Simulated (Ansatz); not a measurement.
# Fe3Ge: the cost of one run

Computed with Ansatz 0.2.0 (DFT PBEsol, with the methods named in each step, unless a step's input says otherwise).

## Step 1: The structure to begin with

It takes space group Pm-3m (No. 221, cubic). The conventional cell has a = 3.661 Å, b = 3.661 Å, c = 3.661 Å, α = 90.00°, β = 90.00°, γ = 90.00°. Fe (site symmetry 4/mmm) has 8 Fe at 2.59 Å and 4 Ge at 2.59 Å in its first shell of neighbours. Ge (site symmetry m-3m) is surrounded by 12 Fe at 2.59 Å.

Coordinates:

```
Fe Ge
1.0
     3.66050    0.00000    0.00000
     0.00000    3.66050    0.00000
     0.00000    0.00000    3.66050
Fe Ge
3 1
Direct
  0.00000 0.50000 0.50000
  0.50000 0.50000 0.00000
  0.50000 0.00000 0.50000
  0.00000 0.00000 0.00000
```

Atoms are numbered in the order of the input: Fe1, Fe2, Fe3, Ge4.

## Step 2: Free moments, LAPW

File input.yaml:

```yaml
crystal:
  lattice:
    - [3.66050052, 0.0, 0.0]
    - [0.0, 3.66050052, 0.0]
    - [0.0, 0.0, 3.66050052]
  atoms:
    - { symbol: Fe, position: [0.0, 0.5, 0.5], spin: 3.0 }
    - { symbol: Fe, position: [0.5, 0.5, 0.0], spin: 3.0 }
    - { symbol: Fe, position: [0.5, 0.0, 0.5], spin: 3.0 }
    - { symbol: Ge, position: [0.0, 0.0, 0.0] }
magnetization:
  spin_polarized: true
kpoints:
  mp_grid: { grid: [9, 9, 9] }
scf:
  occupations: { method: fermi_dirac, width: 0.03 }
  lower_state_search: "off"
hamiltonian:
  xc: pbesol
  pseudopotentials: { kind: all_electron, lapw: { basis_error: 0.001 } }
output:
  forces: true
  stress: true
  eigenvalues: false
  populations: true
```

Run with:

```
$ ansatz run input.yaml --threads 2 --pin off --max-ram 6144MiB --backend cpu --events-out ev --progress --plain --runs-dir out
```

Q: Estimate wall time and peak memory on 2 threads of Arm Neoverse V2, shared host.

About 35 s, with a peak of 0.71 GiB.
